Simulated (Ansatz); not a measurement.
# GaH3OS2: up Jacob's ladder to CCSD(T)

An exercise on one series of results from a longer session: the logs are not shown, and one member is left open.

Program: Ansatz 0.2.0, Gaussian basis. Level of theory: functionals in def2-TZVPP, the program's frozen cores in correlated methods. These are calculated values, not measurements.

Levels to be run: PBE-D4, r2SCAN-D4, PBE0-D4, B3LYP-D4, ωB97X-V, ωB97M-V, B2PLYP; CCSD(T)/def2-TZVPP; CCSD(T)/def2-QZVPP; extrapolation to the limit.

## The geometry

The geometry comes from an earlier relaxation with PBE0-D4 in a triple-zeta def2 set; it is a stationary point, not always the lowest conformer.

SMILES `[OH][Ga]([SH])[SH]`, 7 atoms, charge 0, spin multiplicity 1.

Atoms are counted from 1 here; the program's logs count them from 0.

Bond lengths: O1–Ga2 1.780 Å, O1–H5 0.960 Å, Ga2–S3 2.195 Å, Ga2–S4 2.187 Å, S3–H6 1.344 Å, S4–H7 1.345 Å. Angles: Ga2–O1–H5 114.5°, O1–Ga2–S3 120.4°, O1–Ga2–S4 116.2°, S3–Ga2–S4 123.4°, Ga2–S3–H6 93.3°, Ga2–S4–H7 91.9°.

Set-up of the first run:

Input file in.yaml:

```yaml
crystal:
  periodic: [false, false, false]
  atoms:
    - {symbol: O, position_ang: [0.524059, 1.388223, -1.037797]}
    - {symbol: Ga, position_ang: [0.039913, -0.021195, -0.063943]}
    - {symbol: S, position_ang: [0.564148, -2.051962, -0.711779]}
    - {symbol: S, position_ang: [-1.078870, 0.407745, 1.765220]}
    - {symbol: H, position_ang: [1.013152, 1.172316, -1.834651]}
    - {symbol: H, position_ang: [-0.028702, -2.627170, 0.347803]}
    - {symbol: H, position_ang: [-1.033710, 1.732033, 1.535145]}
basis:
  gaussian: {orbitals: def2-TZVPP}
hamiltonian: {xc: pbe, dispersion: d4}
output: {forces: true, orbitals: {seedname: orbitals}}
```

The run is started by

```console
> ansatz run in.yaml --threads 2 --pin off --events-out ev --progress --plain --max-ram 22528MiB --backend cpu
```

Among the steps run: PBE-D4 (GGA); r2SCAN-D4 (meta-GGA); PBE0-D4 (hybrid); B3LYP-D4 (hybrid); ωB97X-V (range-separated); ωB97M-V (range-separated); B2PLYP (double hybrid); CCSD(T) in def2-TZVPP; CCSD(T) in def2-QZVPP.

One table of the session follows, with a row left open; its other results are not shown here.

```
            method  atomisation energy (kJ/mol)
            PBE-D4                       2187.2
         r2SCAN-D4                       2176.1
           PBE0-D4                            ?
          B3LYP-D4                       2122.1
           ωB97X-V                       2173.3
           ωB97M-V                       2163.6
            B2PLYP                       2114.4
     HF/def2-TZVPP                       1462.0
    MP2/def2-TZVPP                       2163.7
   CCSD/def2-TZVPP                       2063.1
CCSD(T)/def2-TZVPP                       2109.1
           MP2/CBS                       2229.5
       CCSD(T)/CBS                       2174.8
```

Estimate the missing values for PBE0-D4.

The run gave: atomisation energy (kJ/mol): 2139.3. In the column «atomisation energy (kJ/mol)» it lies between B3LYP-D4 (2122.1) and ωB97M-V (2163.6).

Caveats from the session: Free atoms (1 O, 1 Ga, 2 S, 3 H) were run apart at each level; the atomisation energy is their sum less the molecule, without zero-point or spin-orbit terms.
